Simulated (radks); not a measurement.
**The Coulomb parameter U of the 4f shell of Eu⁺**

An exercise on one series of results from a longer session: the logs are not shown, and one member is left open.

Method: scalar-relativistic Kohn-Sham, BLYP, spin-unpolarised, spherical densities, finite nucleus. Code: radks (a radial shooting solver on a logarithmic mesh, Libxc functionals) version 1.

### The system

| Item | Value |
| --- | --- |
| element | europium (Z = 63) |
| charge | +1 |
| electrons | 62 |
| configuration | [Xe] 4f6 6s1 6p1 |
| nuclear rms radius | 5.1115 fm |

Outer shells as boxes (Hund's rule):

Eu⁺
```
[Xe] core
4f [↑ ][↑ ][↑ ][↑ ][↑ ][↑ ][  ]
6s [↑ ]
6p [↑ ][  ][  ]
```

Set-up of the first run:

Settings of this run:

```text
Z 63
configuration [Xe] 4f6 6s1 6p1
relativity scalar-relativistic
functional b88,lyp
spin unpolarised
nucleus finite rms 5.1115 fm
c 137.035999084
```

Among the steps run: Start: [Xe] 4f6 6s1 6p1.

One table of the session follows, with a row left open; its other results are not shown here.

It belongs to the step «Start: [Xe] 4f6 6s1 6p1». From the orbitals of this run (lengths in bohr):

```
level     <r>  outermost maximum (interpolated)  90 % within  nodes
   4s  0.5654                             0.527        0.812      3
   4p  0.5983                             0.550        0.870      2
   4d  0.6515                             0.572        0.979      1
   5s   1.353                              1.22         1.95      4
   5p       ?                                 ?            ?      ?
   4f  0.8853                             0.585         1.51      0
   6s   3.533                              3.14         5.09      5
   6p   4.433                              3.92         6.42      4
```

Estimate the missing values for 5p.

The run gave: <r>: 1.572; outermost maximum (interpolated): 1.38; 90 % within: 2.30; nodes: 3. In the column «<r>» it lies between 5s (1.353) and 6s (3.533).
